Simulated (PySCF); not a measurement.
# C₃H₆F₂Se: magnetic properties

Aim: compute the magnetic properties of C₃H₆F₂Se (`FC(F)CC[SeH]`).

Computed with PySCF 2.14.0 and routines of our own; the level stands in each step. Atoms count from 0.

### 1 The system as given

12 atoms, charge 0, multiplicity 1; geometry from: GFN2-xTB.

### 2 Magnetic properties: GIAO KT3/pcSseg-1

What the job is given:

```
{"job": {"kind": "mag", "xc": "KT3", "basis": "pcSseg-1", "isotopologues": 2}, "charge": 0, "multiplicity": 1}
F     -1.384028     0.295447    -1.397407
C     -1.109796     0.688116    -0.127711
F     -2.299815     0.988584     0.441195
C     -0.412849    -0.421184     0.641724
C      0.893892    -0.838525    -0.012333
Se     2.277828     0.576121    -0.015603
H     -0.520573     1.617349    -0.185871
H     -0.244012    -0.067307     1.660516
H     -1.086889    -1.281313     0.678453
H      1.340812    -1.665179     0.541719
H      0.741568    -1.144601    -1.047287
H      1.805059     1.251806    -1.203421
```

Level: GIAO KT3/pcSseg-1 magnetisability, rotational g tensor and spin-rotation constants, non-relativistic, gas phase.

On the command line:

```console
OMP_NUM_THREADS=1 python excited_run.py task.json out
```

One launch serves the whole session: the jobs run in the order shown.

The program printed:

```text
coarse grid: 48304 points
cycle   1  E = -2731.7833051427  dE = -4.181e-01  |g| = 9.187e-01  |ddm| = 3.063e+00
cycle   2  E = -2731.5701527139  dE =  2.132e-01  |g| = 1.429e+00  |ddm| = 1.531e+00
cycle   3  E = -2731.8927237726  dE = -3.226e-01  |g| = 1.579e-01  |ddm| = 1.054e+00
cycle   4  E = -2731.8963811639  dE = -3.657e-03  |g| = 7.374e-02  |ddm| = 1.818e-01
cycle   5  E = -2731.8976846697  dE = -1.304e-03  |g| = 1.242e-02  |ddm| = 6.920e-02
cycle   6  E = -2731.8977151739  dE = -3.050e-05  |g| = 6.371e-03  |ddm| = 2.124e-02
cycle   7  E = -2731.8977246312  dE = -9.457e-06  |g| = 1.218e-03  |ddm| = 7.227e-03
final grid: 102144 points
cycle   8  E = -2731.8978440433  dE =  3.375e-07  |g| = 1.842e-03  |ddm| = 3.478e-03
cycle   9  E = -2731.8978421391  dE =  1.904e-06  |g| = 3.256e-03  |ddm| = 4.164e-03
cycle  10  E = -2731.8978448306  dE = -2.691e-06  |g| = 2.636e-04  |ddm| = 2.968e-03
cycle  11  E = -2731.8978448511  dE = -2.054e-08  |g| = 5.433e-05  |ddm| = 3.504e-04
cycle  12  E = -2731.8978448516  dE = -5.066e-10  |g| = 1.006e-05  |ddm| = 4.286e-05
converged SCF energy = -2731.8978448516

Magnetisability tensor (1e-30 J/T^2)
    -1249.52      -51.53       29.24
      -51.53    -1222.36        6.00
       29.24        6.00    -1181.65
isotropic -1217.84   principal values   -1295.63  -1192.20  -1165.70
isotropic susceptibility -73.340 1e-6 cm^3/mol

Inertial axes            a          b          c
rot. const./GHz      5.1033     0.8985     0.8924
chi total           -75.049    -72.450    -72.521
chi diamagnetic    -324.488  -1218.699  -1231.978
chi paramagnetic    249.438   1146.249   1159.457
quadrupole/D A      -10.446      7.685      2.761
g nuclear            0.5822     0.4755     0.4790
g electronic        -0.5980    -0.4839    -0.4861
g total             -0.0158    -0.0084    -0.0071

Spin-rotation constants (kHz, H = +C I.J)
atom  isotope        aa         bb         cc
  0    19F        2.871      1.109      0.942
  2    19F        4.566      1.060      0.779
  6     1H       -0.240     -0.038     -0.013
  7     1H       -0.562     -0.048     -0.024
  8     1H       -0.338     -0.060     -0.046
  9     1H       -0.425     -0.010     -0.079
 10     1H       -0.518     -0.037     -0.024
 11     1H       -0.504      0.010     -0.110
  1    13C*       1.547      0.267      0.263
  3    13C*       0.879      0.169      0.163
  4    13C*       0.747      0.151      0.139
  5   77Se*       8.144      1.172      1.198
* in the singly substituted isotopologue

Isotopologues: g along a, b, c
2H    at 6,7,8,9,10,11     -0.0134    -0.0083    -0.0068
13C   at 1                 -0.0158    -0.0083    -0.0070
```

It took 25 s on 1 thread of Arm Neoverse V1, shared host; peak memory 0.59 GiB.

From this job:

| quantity | value |
| --- | --- |
| magnetisability | -1218·10⁻³⁰ J/T² |
| molar susceptibility | -73.3·10⁻⁶ cm³/mol |
| rotational g (a, b, c) | -0.0158, -0.0084, -0.0071 |

### 3 Magnetic properties: GIAO KT3/pcSseg-0

The job, as its differences from that of step 2:

```diff
@@ -1,2 +1,2 @@
-{"job": {"kind": "mag", "xc": "KT3", "basis": "pcSseg-1", "isotopologues": 2}, "charge": 0, "multiplicity": 1}
+{"job": {"kind": "mag", "xc": "KT3", "basis": "pcSseg-0"}, "charge": 0, "multiplicity": 1}
 F     -1.384028     0.295447    -1.397407
```

Level: GIAO KT3/pcSseg-0 magnetisability, rotational g tensor and spin-rotation constants, non-relativistic, gas phase.

The program printed:

```text
coarse grid: 48304 points
cycle   1  E = -2728.5816099576  dE = -8.836e-01  |g| = 7.781e-01  |ddm| = 3.412e+00
cycle   2  E = -2728.3883657980  dE =  1.932e-01  |g| = 1.338e+00  |ddm| = 2.248e+00
cycle   3  E = -2728.6897956767  dE = -3.014e-01  |g| = 8.201e-02  |ddm| = 1.393e+00
cycle   4  E = -2728.6913160852  dE = -1.520e-03  |g| = 3.797e-02  |ddm| = 1.625e-01
cycle   5  E = -2728.6916545284  dE = -3.384e-04  |g| = 1.047e-02  |ddm| = 6.149e-02
cycle   6  E = -2728.6916850043  dE = -3.048e-05  |g| = 2.677e-03  |ddm| = 2.161e-02
cycle   7  E = -2728.6916867366  dE = -1.732e-06  |g| = 8.441e-04  |ddm| = 3.842e-03
final grid: 102144 points
cycle   8  E = -2728.6917230380  dE =  9.025e-08  |g| = 1.254e-03  |ddm| = 3.694e-03
cycle   9  E = -2728.6917224032  dE =  6.348e-07  |g| = 2.008e-03  |ddm| = 3.777e-03
cycle  10  E = -2728.6917234204  dE = -1.017e-06  |g| = 1.821e-04  |ddm| = 2.529e-03
cycle  11  E = -2728.6917234288  dE = -8.416e-09  |g| = 1.762e-05  |ddm| = 2.968e-04
cycle  12  E = -2728.6917234289  dE = -8.367e-11  |g| = 4.677e-06  |ddm| = 2.680e-05
converged SCF energy = -2728.6917234289

Magnetisability tensor (1e-30 J/T^2)
    -1268.93      -53.12       26.92
      -53.12    -1242.83        0.72
       26.92        0.72    -1208.79
isotropic -1240.18   principal values   -1315.07  -1218.54  -1186.94
isotropic susceptibility -74.686 1e-6 cm^3/mol

Inertial axes            a          b          c
rot. const./GHz      5.1033     0.8985     0.8924
chi total           -76.228    -73.673    -74.156
chi diamagnetic    -325.090  -1220.502  -1233.937
chi paramagnetic    248.861   1146.829   1159.781
quadrupole/D A      -11.894      8.277      3.617
g nuclear            0.5822     0.4755     0.4790
g electronic        -0.5967    -0.4841    -0.4862
g total             -0.0144    -0.0086    -0.0072

Spin-rotation constants (kHz, H = +C I.J)
atom  isotope        aa         bb         cc
  0    19F        1.987      1.106      0.984
  2    19F        4.547      0.985      0.691
  6     1H       -0.281     -0.046     -0.025
  7     1H       -0.625     -0.056     -0.033
  8     1H       -0.385     -0.069     -0.055
  9     1H       -0.492     -0.020     -0.090
 10     1H       -0.587     -0.049     -0.034
 11     1H       -0.586     -0.000     -0.121
  1    13C*       1.556      0.273      0.266
  3    13C*       0.833      0.160      0.157
  4    13C*       0.674      0.140      0.124
  5   77Se*       7.928      1.155      1.121
* in the singly substituted isotopologue
```

Run time: 10 s. Hardware: 1 thread of Arm Neoverse V1, shared host; peak memory 0.61 GiB.

Key values:

| quantity | value |
| --- | --- |
| magnetisability | -1240·10⁻³⁰ J/T² |
| molar susceptibility | -74.7·10⁻⁶ cm³/mol |
| rotational g (a, b, c) | -0.0144, -0.0086, -0.0072 |

### 4 Magnetic properties: common gauge origin X3LYP/def2-SVP

The job, as its differences from that of step 3:

```diff
@@ -1,2 +1,2 @@
-{"job": {"kind": "mag", "xc": "KT3", "basis": "pcSseg-0"}, "charge": 0, "multiplicity": 1}
+{"job": {"kind": "mag", "xc": "X3LYP", "basis": "def2-SVP", "gauge": [0, 0, 0]}, "charge": 0, "multiplicity": 1}
 F     -1.384028     0.295447    -1.397407
```

Method: common gauge origin X3LYP/def2-SVP magnetisability, rotational g tensor and spin-rotation constants, non-relativistic, gas phase.

The program printed:

```text
coarse grid: 48304 points
cycle   1  E = -2718.3526249175  dE = -3.138e-01  |g| = 7.214e-01  |ddm| = 3.490e+00
cycle   2  E = -2718.2677263239  dE =  8.490e-02  |g| = 1.036e+00  |ddm| = 1.493e+00
cycle   3  E = -2718.4424194082  dE = -1.747e-01  |g| = 6.505e-02  |ddm| = 8.768e-01
cycle   4  E = -2718.4431737045  dE = -7.543e-04  |g| = 2.637e-02  |ddm| = 8.897e-02
cycle   5  E = -2718.4433361597  dE = -1.625e-04  |g| = 6.861e-03  |ddm| = 3.211e-02
cycle   6  E = -2718.4433473692  dE = -1.121e-05  |g| = 2.516e-03  |ddm| = 1.077e-02
cycle   7  E = -2718.4433490350  dE = -1.666e-06  |g| = 3.771e-04  |ddm| = 3.147e-03
final grid: 102144 points
cycle   8  E = -2718.4433914961  dE = -7.770e-08  |g| = 4.439e-04  |ddm| = 3.120e-03
cycle   9  E = -2718.4433914489  dE =  4.719e-08  |g| = 6.163e-04  |ddm| = 9.809e-04
cycle  10  E = -2718.4433915406  dE = -9.169e-08  |g| = 4.986e-05  |ddm| = 6.162e-04
cycle  11  E = -2718.4433915412  dE = -6.294e-10  |g| = 1.040e-05  |ddm| = 6.441e-05
converged SCF energy = -2718.4433915412

Magnetisability tensor (1e-30 J/T^2)
    -2462.10      133.03      369.83
      133.03   -10675.26       13.99
      369.83       13.99   -10679.39
isotropic -7938.92   principal values  -10698.98 -10674.45  -2443.32
isotropic susceptibility -478.093 1e-6 cm^3/mol

Inertial axes            a          b          c
rot. const./GHz      5.1033     0.8985     0.8924
chi total          -147.458   -644.201   -642.619
chi diamagnetic    -324.581  -1218.988  -1232.327
chi paramagnetic    177.123    574.787    589.708
quadrupole/D A      -10.701      7.762      2.940
g nuclear            0.5822     0.4755     0.4790
g electronic        -0.4247    -0.2426    -0.2472
g total              0.1576     0.2328     0.2318

Spin-rotation constants (kHz, H = +C I.J)
atom  isotope        aa         bb         cc
  0    19F        1.199      0.628      0.580
  2    19F        3.318      0.779      0.424
  6     1H       -0.663     -0.772     -0.748
  7     1H       -0.557     -0.547     -0.407
  8     1H       -0.282     -0.266     -0.208
  9     1H       -0.154     -0.280     -0.311
 10     1H       -0.746     -0.450     -0.581
 11     1H       -0.190     -0.695     -0.703
  1    13C*       1.109      0.043      0.044
  3    13C*       0.532     -0.017     -0.024
  4    13C*       0.406     -0.084     -0.094
  5   77Se*       8.167      0.977      1.127
* in the singly substituted isotopologue
```

Run time: 6.5 s. Hardware: 1 thread of Arm Neoverse V1, shared host; peak memory 0.78 GiB.

It converged, yet the result is unsound: a common gauge origin replaces GIAOs, so the magnetic properties depend on where the origin lies.

### 5 The levels compared

| level | ξ (10⁻³⁰ J/T²) | g(a) | g(b) | gap (eV) | functions | time |
| --- | --- | --- | --- | --- | --- | --- |
| GIAO KT3/pcSseg-1 | -1218 | -0.0158 | -0.0084 | 4.78 | 156 | 25 s |
| GIAO KT3/pcSseg-0 | -1240 | -0.0144 | -0.0086 | 5.10 | 82 | 10 s |

### 6 Outcome

| quantity | value |
| --- | --- |
| magnetisability (step 2, GIAO KT3/pcSseg-1) | -1218·10⁻³⁰ J/T² |
| molar susceptibility (step 2, GIAO KT3/pcSseg-1) | -73.3·10⁻⁶ cm³/mol |
| rotational g (a, b, c) (step 2, GIAO KT3/pcSseg-1) | -0.0158, -0.0084, -0.0071 |
| magnetisability over the levels | -1240 to -1218·10⁻³⁰ J/T² |
| runs | 0 failed, 1 ended on unsound input |

What this shows: Steps that list no spin-orbit terms leave them out, which matters at and beside the heavy atoms. The magnetisability spreads by 1.8 % over 2 levels, from GIAO KT3/pcSseg-0 (10 s) to GIAO KT3/pcSseg-1 (25 s); the runs took 10 s to 25 s. Two levels can agree by chance, so this spread shows no convergence. Vibrational averaging and real surroundings are missing from these values.
